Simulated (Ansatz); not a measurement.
# C₆H₁₆BN: vertical ionisation energy

The task here is to estimate one member of a computed series from the others.

Program: Ansatz 0.2.0, Gaussian basis. Level of theory: unrestricted cation, the program's frozen cores in correlated methods. These are calculated values, not measurements.

Plan: UKS PBE-D4/def2-TZVPP; UKS r2SCAN-D4/def2-TZVPP; UKS PBE0-D4/def2-TZVPP; UKS B3LYP-D4/def2-TZVPP; UKS wB97X-V/def2-TZVPP; UKS wB97M-V/def2-TZVPP; UKS B2PLYP/def2-TZVPP; UHF-CCSD(T)/def2-TZVPP; UHF-MP2/def2-QZVPP; extrapolation to the limit; then −ε(HOMO) from the neutral's earlier runs with LDA (SPW92), PBE-D4, revPBE-D4, BLYP-D4, r2SCAN-D4, B97M-V, PBE0-D4, B3LYP-D4, r2SCANh-D4, r2SCAN0-D4, HSE06-D4, BHLYP-D4, CAM-B3LYP-D4, LC-ωPBE, ωB97X-V, ωB97M-V.

## The geometry

The geometry comes from an earlier relaxation with PBE0-D4 in a triple-zeta def2 set; it is a stationary point, not always the lowest conformer.

SMILES `BN(C(C)C)C(C)C`, 24 atoms, charge 0, spin multiplicity 1.

Atoms are counted from 1 here; the program's logs count them from 0.

Bond lengths: B1–N2 1.385 Å, B1–H9 1.198 Å, B1–H10 1.198 Å, N2–C3 1.464 Å, N2–C6 1.471 Å, C3–C4 1.522 Å, C3–C5 1.522 Å, C3–H11 1.093 Å, C4–H12 1.093 Å, C4–H13 1.092 Å, C4–H14 1.092 Å, C5–H15 1.093 Å, C5–H16 1.092 Å, C5–H17 1.092 Å, C6–C7 1.521 Å, C6–C8 1.521 Å, C6–H18 1.094 Å, C7–H19 1.093 Å and more. Angles: N2–B1–H9 119.0°, N2–B1–H10 120.1°, H9–B1–H10 120.9°, B1–N2–C3 121.4°, B1–N2–C6 122.3°, C3–N2–C6 116.2°, N2–C3–C4 112.1°, N2–C3–C5 112.2°, N2–C3–H11 104.9°, C4–C3–C5 111.7°, C4–C3–H11 107.7°, C5–C3–H11 107.7°, C3–C4–H12 112.0°, C3–C4–H13 110.1°, C3–C4–H14 110.7°, H12–C4–H13 107.3°, H12–C4–H14 108.3°, H13–C4–H14 108.3° and more.

Geometry (Å):

```xyz
24
charge 0, multiplicity 1
B     0.4818   -1.9346    0.5387
N     0.0701   -0.6949    0.0798
C    -0.9043   -0.5675   -1.0056
C    -0.3108    0.1102   -2.2330
C    -2.1860    0.1158   -0.5492
C     0.5785    0.5630    0.6478
C     0.1981    0.7063    2.1132
C     2.0787    0.7020    0.4416
H     0.0275   -2.9212    0.0323
H     1.2798   -2.0112    1.4284
H    -1.1548   -1.5948   -1.2813
H    -0.0389    1.1504   -2.0348
H    -1.0379    0.1135   -3.0483
H     0.5824   -0.4183   -2.5716
H    -2.0149    1.1567   -0.2619
H    -2.9190    0.1178   -1.3592
H    -2.6198   -0.4079    0.3048
H     0.0948    1.3772    0.1010
H     0.5300    1.6720    2.5028
H     0.6654   -0.0810    2.7083
H    -0.8834    0.6352    2.2444
H     2.3358    0.6255   -0.6167
H     2.6136   -0.0836    0.9793
H     2.4284    1.6687    0.8126
```

The first run:

The input, in.yaml:

```yaml
crystal:
  periodic: [false, false, false]
  atoms:
    - {symbol: B, position_ang: [0.481827, -1.934597, 0.538662]}
    - {symbol: N, position_ang: [0.070134, -0.694858, 0.079818]}
    - {symbol: C, position_ang: [-0.904295, -0.567539, -1.005611]}
    - {symbol: C, position_ang: [-0.310809, 0.110214, -2.232967]}
    - {symbol: C, position_ang: [-2.185997, 0.115786, -0.549206]}
    - {symbol: C, position_ang: [0.578475, 0.563028, 0.647769]}
    - {symbol: C, position_ang: [0.198060, 0.706348, 2.113155]}
    - {symbol: C, position_ang: [2.078702, 0.702040, 0.441590]}
    - {symbol: H, position_ang: [0.027459, -2.921151, 0.032251]}
    - {symbol: H, position_ang: [1.279806, -2.011227, 1.428387]}
    - {symbol: H, position_ang: [-1.154785, -1.594754, -1.281257]}
    - {symbol: H, position_ang: [-0.038946, 1.150442, -2.034844]}
    - {symbol: H, position_ang: [-1.037880, 0.113475, -3.048308]}
    - {symbol: H, position_ang: [0.582394, -0.418299, -2.571551]}
    - {symbol: H, position_ang: [-2.014874, 1.156658, -0.261859]}
    - {symbol: H, position_ang: [-2.919040, 0.117826, -1.359167]}
    - {symbol: H, position_ang: [-2.619760, -0.407903, 0.304829]}
    - {symbol: H, position_ang: [0.094812, 1.377242, 0.101028]}
    - {symbol: H, position_ang: [0.530004, 1.672004, 2.502764]}
    - {symbol: H, position_ang: [0.665382, -0.080969, 2.708306]}
    - {symbol: H, position_ang: [-0.883420, 0.635235, 2.244448]}
    - {symbol: H, position_ang: [2.335821, 0.625508, -0.616691]}
    - {symbol: H, position_ang: [2.613626, -0.083553, 0.979260]}
    - {symbol: H, position_ang: [2.428406, 1.668747, 0.812593]}
basis:
  gaussian: {orbitals: def2-TZVPP}
total_charge: 1
magnetization: {spin_polarized: true, initial_magnetization: 1}
hamiltonian: {xc: pbe, dispersion: d4}
```

Steps of the session up to this table: Cation, UKS PBE-D4/def2-TZVPP; Cation, UKS r2SCAN-D4/def2-TZVPP; Cation, UKS PBE0-D4/def2-TZVPP; Cation, UKS B3LYP-D4/def2-TZVPP; Cation, UKS wB97X-V/def2-TZVPP; Cation, UKS wB97M-V/def2-TZVPP; Cation, UKS B2PLYP (frozen core)/def2-TZVPP; Cation, UHF-CCSD(T)/def2-TZVPP; Cation, UHF-MP2/def2-QZVPP.

One table of the session follows, with a row left open; its other results are not shown here.

For comparison, −ε(HOMO) of the neutral from earlier runs:

```
  functional  −ε(HOMO) (eV)
 LDA (SPW92)           6.20
      PBE-D4           6.02
   revPBE-D4              ?
     BLYP-D4           5.88
   r2SCAN-D4           6.21
      B97M-V           6.37
     PBE0-D4           7.23
    B3LYP-D4           7.01
  r2SCANh-D4           6.67
  r2SCAN0-D4           7.37
    HSE06-D4           6.83
    BHLYP-D4           8.36
CAM-B3LYP-D4           8.59
     LC-ωPBE           9.94
     ωB97X-V           9.60
     ωB97M-V           9.54
```

**Question.** Estimate the row for revPBE-D4.

The run gave: −ε(HOMO) (eV): 5.95. In the column «−ε(HOMO) (eV)» it lies between BLYP-D4 (5.88) and PBE-D4 (6.02).
